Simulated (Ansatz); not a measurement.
# MgMoH4: a trial structure relaxed

Aim: relax a trial structure of MgMoH4 and see where it ends.

Program: Ansatz 0.2.0. Level of theory: DFT PBE, scalar-relativistic, plane waves, PAW. These are calculated values, not measurements.

## 1. The starting structure

The structure is tetragonal, space group P4/mmm (No. 123). The conventional cell has a = 3.873 Å, b = 3.873 Å, c = 5.477 Å, α = 90.00°, β = 90.00°, γ = 90.00°. Mg (site symmetry 4/mmm) has 8 H at 2.37 Å as nearest neighbours. H (site symmetry 2mm) has 2 Mg at 2.37 Å and 2 Mo at 2.37 Å as nearest neighbours. Mo (site symmetry 4/mmm) has 8 H at 2.37 Å as nearest neighbours.

As a file:

```
Mg H Mo
1.0
     3.87264    0.00000    0.00000
     0.00000    3.87264    0.00000
     0.00000    0.00000    5.47674
Mg H Mo
1 4 1
Direct
  0.50000 0.50000 0.50000
  0.50000 0.00000 0.25000
  0.00000 0.50000 0.75000
  0.50000 0.00000 0.75000
  0.00000 0.50000 0.25000
  0.00000 0.00000 0.00000
```

Recipe of the guess: ordered mixture on the cation sites of fluorite (P4/mmm, No. 123). Its size is a rough estimate.

## 2. A first look at the guess

File input.yaml:

```yaml
crystal:
  lattice:
    - [3.87264328, 0.0, 0.0]
    - [0.0, 3.87264328, 0.0]
    - [0.0, 0.0, 5.47674465]
  atoms:
    - { symbol: Mg, position: [0.5, 0.5, 0.5] }
    - { symbol: H, position: [0.5, 0.0, 0.25] }
    - { symbol: H, position: [0.0, 0.5, 0.75] }
    - { symbol: H, position: [0.5, 0.0, 0.75] }
    - { symbol: H, position: [0.0, 0.5, 0.25] }
    - { symbol: Mo, position: [0.0, 0.0, 0.0] }
basis:
  ecutwfc: 420
kpoints:
  mp_grid: { grid: [4, 4, 4] }
hamiltonian:
  xc: pbe
scf:
  occupations: { method: gaussian, width: 0.1 }
  lower_state_search: "off"
output:
  forces: true
  stress: true
  eigenvalues: true
```

Started as:

```sh
$ ansatz run input.yaml --threads 1 --pin off --max-ram 2048MiB --backend cpu --events-out ev --progress --plain --runs-dir out
```

Further runs follow: rough relaxation on the coarse mesh; spin check on a coarse mesh; final relaxation.

Q: Predict the outcome of this session. Wanted: conventional cell; volume; energy over the elements; gap on the mesh.

As calculated:

| quantity | value |
| --- | --- |
| symmetry at the end (tolerance 0.05 Å) | space group P4/mmm (No. 123) |
| conventional cell | a = 3.180 Å, b = 3.180 Å, c = 4.544 Å, α = 90.00°, β = 90.00°, γ = 90.00° |
| volume | 7.66 Å³/atom |
| energy over the elements (uncorrected; H, N, O, F and Cl as molecules) | -0.03 eV/atom |
| gap on the mesh | none (metal) |

In words: The space group P4/mmm (No. 123) is kept, and the volume per atom shrinks by 44.1 % from the first guess. The formation energy of this structure is too near zero to say whether it is bound against the elements. No finished test with a distortion of lower symmetry is shown, so the end may be a saddle point. Other magnetic orders were not searched.
